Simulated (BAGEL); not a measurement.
# HF/6-31G(d) (density fitting with qzvpp-jkfit, spherical functions) run of CH6O2Si (SMILES C[SiH](O)O)

Aim: the vertical ionisation energy of CH6O2Si at HF/6-31G* (density fitting with qzvpp-jkfit, spherical functions), from 2 runs. 

The calculation is run with BAGEL 1.2.2.

2 further runs of the same task are left out: 1 that didn't finish, 1 set aside as unsound or not needed. Runs told in other sessions of the task aren't counted.

## (1) Starting point

CH6O2Si has 10 atoms, charge 0, and is taken as a singlet. SMILES: `C[SiH](O)O`. The shape is that of a PBE0-D4/def2-TZVP optimisation. This is one conformer, not always the lowest.

Bond lengths: C1–Si2 1.852 Å, Si2–O3 1.647 Å, Si2–O4 1.646 Å, C1–H5 1.093 Å, C1–H6 1.093 Å, C1–H7 1.092 Å, Si2–H8 1.484 Å, O3–H9 0.958 Å, O4–H10 0.958 Å. Some angles: C1–Si2–O3 105.2°, C1–Si2–O4 112.8°, O3–Si2–O4 112.2°, C1–Si2–H8 113.0°, O3–Si2–H8 110.8°, O4–Si2–H8 103.1°, Si2–C1–H5 111.0°, Si2–C1–H6 110.6°, Si2–C1–H7 110.8°, Si2–O3–H9 117.2°.

## (2) A single-point energy at HF/6-31G(d) (density fitting with qzvpp-jkfit, spherical functions)

hf.json

```json
{ "bagel" : [

{
  "title" : "molecule",
  "basis" : "6-31gs.json",
  "df_basis" : "qzvpp-jkfit",
  "angstrom" : true,
  "geometry" : [
    { "atom" : "C", "xyz" : [   -1.293000,    0.347800,   -0.146400 ] },
    { "atom" : "Si", "xyz" : [    0.517500,    0.180000,    0.206800 ] },
    { "atom" : "O", "xyz" : [    0.650400,   -1.156000,    1.160800 ] },
    { "atom" : "O", "xyz" : [    1.425000,    0.058500,   -1.161600 ] },
    { "atom" : "H", "xyz" : [   -1.681100,   -0.549800,   -0.635600 ] },
    { "atom" : "H", "xyz" : [   -1.853400,    0.489100,    0.780800 ] },
    { "atom" : "H", "xyz" : [   -1.484400,    1.203800,   -0.797400 ] },
    { "atom" : "H", "xyz" : [    1.088600,    1.369900,    0.884700 ] },
    { "atom" : "H", "xyz" : [    1.521500,   -1.366900,    1.499800 ] },
    { "atom" : "H", "xyz" : [    1.192100,   -0.627600,   -1.788900 ] }
  ]
},
{ "title" : "hf" },
{ "title" : "print", "file" : "orbitals.molden", "orbitals" : true }

]}
```

The basis set 6-31G* is read from a file made from the Basis Set Exchange's data (not shown).

Started as:

```bash
BAGEL_NUM_THREADS=1 BAGEL hf.json > hf.out
```

The program printed:

```text
* using 1 threads per process

  ===============================================================
  ===============================================================

  *** Geometry ***

  { "atom" : "C", "xyz" : [     -2.443416,      0.657247,     -0.276656 ] },
  { "atom" : "Si", "xyz" : [      0.977933,      0.340151,      0.390795 ] },
  { "atom" : "O", "xyz" : [      1.229078,     -2.184523,      2.193594 ] },
  { "atom" : "O", "xyz" : [      2.692860,      0.110549,     -2.195106 ] },
  { "atom" : "H", "xyz" : [     -3.176819,     -1.038971,     -1.201110 ] },
  { "atom" : "H", "xyz" : [     -3.502418,      0.924265,      1.475498 ] },
  { "atom" : "H", "xyz" : [     -2.805109,      2.274852,     -1.506868 ] },
  { "atom" : "H", "xyz" : [      2.057156,      2.588736,      1.671841 ] },
  { "atom" : "H", "xyz" : [      2.875218,     -2.583067,      2.834211 ] },
  { "atom" : "H", "xyz" : [      2.252743,     -1.185992,     -3.380531 ] },

  Number of auxiliary basis functions:      465

  Since a DF basis is specified, we compute 2- and 3-index integrals:
    o Being stored without compression. Storage requirement is 0.019 GB

  Number of basis functions:       72
  Number of electrons      :       42

    * METHOD: MOLECULE                             0.18

  *** RHF ***

  === Nuclear Repulsion ===
   183.9643717145

      * DIIS with orbital gradients will be used.

  === RHF iteration (6-31gs.json) ===
      0       -479.80930471          0.02684779           0.04
      1       -480.00106121          0.01579173           0.04
      2       -480.09414382          0.00168302           0.04
      3       -480.09550153          0.00042690           0.04
      4       -480.09559406          0.00007528           0.04
      5       -480.09559791          0.00001399           0.04
      6       -480.09559810          0.00000302           0.04
      7       -480.09559811          0.00000067           0.04
      8       -480.09559811          0.00000020           0.04
      9       -480.09559811          0.00000008           0.04
     10       -480.09559811          0.00000002           0.04
     11       -480.09559811          0.00000001           0.04
    * SCF iteration converged.

    * Permanent dipole moment:
           (    0.013121,     0.338689,     0.164028) a.u.

    * METHOD: HF                                   0.58

    * METHOD: PRINT                                0.01

  ===============================================================
```

Run time: 0.93 s. Hardware: 1 thread of Arm Neoverse V2, shared host; peak memory 0.099 GiB.

## (3) The doublet cation

Changes to hf.json since step 2:

```diff
@@ -20,4 +20,12 @@
 },
-{ "title" : "hf" },
-{ "title" : "print", "file" : "orbitals.molden", "orbitals" : true }
+{
+  "title" : "uhf",
+  "charge" : 1,
+  "nopen" : 1
+},
+{
+  "title" : "print",
+  "file" : "orbitals.molden",
+  "orbitals" : true
+}
```

The basis set 6-31G* is read from a file made from the Basis Set Exchange's data (not shown).

Started as:

```bash
BAGEL_NUM_THREADS=1 BAGEL hf.json > hf.out
```

The program printed:

```text
* using 1 threads per process

  ===============================================================
  ===============================================================

  *** Geometry ***

  { "atom" : "C", "xyz" : [     -2.443416,      0.657247,     -0.276656 ] },
  { "atom" : "Si", "xyz" : [      0.977933,      0.340151,      0.390795 ] },
  { "atom" : "O", "xyz" : [      1.229078,     -2.184523,      2.193594 ] },
  { "atom" : "O", "xyz" : [      2.692860,      0.110549,     -2.195106 ] },
  { "atom" : "H", "xyz" : [     -3.176819,     -1.038971,     -1.201110 ] },
  { "atom" : "H", "xyz" : [     -3.502418,      0.924265,      1.475498 ] },
  { "atom" : "H", "xyz" : [     -2.805109,      2.274852,     -1.506868 ] },
  { "atom" : "H", "xyz" : [      2.057156,      2.588736,      1.671841 ] },
  { "atom" : "H", "xyz" : [      2.875218,     -2.583067,      2.834211 ] },
  { "atom" : "H", "xyz" : [      2.252743,     -1.185992,     -3.380531 ] },

  Number of auxiliary basis functions:      465

  Since a DF basis is specified, we compute 2- and 3-index integrals:
    o Being stored without compression. Storage requirement is 0.019 GB

  Number of basis functions:       72
  Number of electrons      :       42

    * METHOD: MOLECULE                             0.18

  *** Open-shell HF ***

  === Nuclear Repulsion ===
   183.9643717145

      * DIIS with orbital gradients will be used.

  === UHF iteration (6-31gs.json) ===
      0       -479.39637631          0.05311007           0.08
      1       -479.57580269          0.03602350           0.08
      2       -479.64392973          0.02440775           0.08
      3       -479.69862653          0.00152317           0.08
      4       -479.70022348          0.00102325           0.08
      5       -479.70097905          0.00077956           0.08
      6       -479.70209100          0.00049622           0.08
      7       -479.70255907          0.00035599           0.08
      8       -479.70283815          0.00021603           0.08
      9       -479.70298570          0.00014192           0.08
[... 16 lines of this table left out ...]
     26       -479.70305976          0.00000004           0.08
     27       -479.70305976          0.00000003           0.08
     28       -479.70305976          0.00000002           0.08
     29       -479.70305976          0.00000001           0.08
    * SCF iteration converged.

    * S^2 (UHF) is 0.7716

    * Permanent dipole moment:
           (    1.254518,    -0.392978,     0.241098) a.u.

    * METHOD: UHF                                  2.39

    * METHOD: PRINT                                0.01

  ===============================================================
```

Wall time 2.7 s (1 thread of Arm Neoverse V2, shared host); peak memory 0.099 GiB.

## (4) What came out

Level: HF/6-31G* (density fitting with qzvpp-jkfit, spherical functions).

```
                                          quantity          value
                     singlet CH6O2Si: total energy  -480.09560 Eh
                    singlet CH6O2Si: dipole moment         0.96 D
                      singlet CH6O2Si: HOMO energy      -11.96 eV
                      singlet CH6O2Si: LUMO energy        5.03 eV
                    singlet CH6O2Si: HOMO–LUMO gap       16.99 eV
                      doublet cation: total energy  -479.70306 Eh
                              doublet cation: ⟨S²⟩          0.772
vertical ionisation energy (to the doublet cation)      10.682 eV
```

The vertical ionisation energy comes to 10.68 eV (1031 kJ/mol). The negative HOMO energy of the first species, 11.96 eV, lies 1.27 eV above that difference.
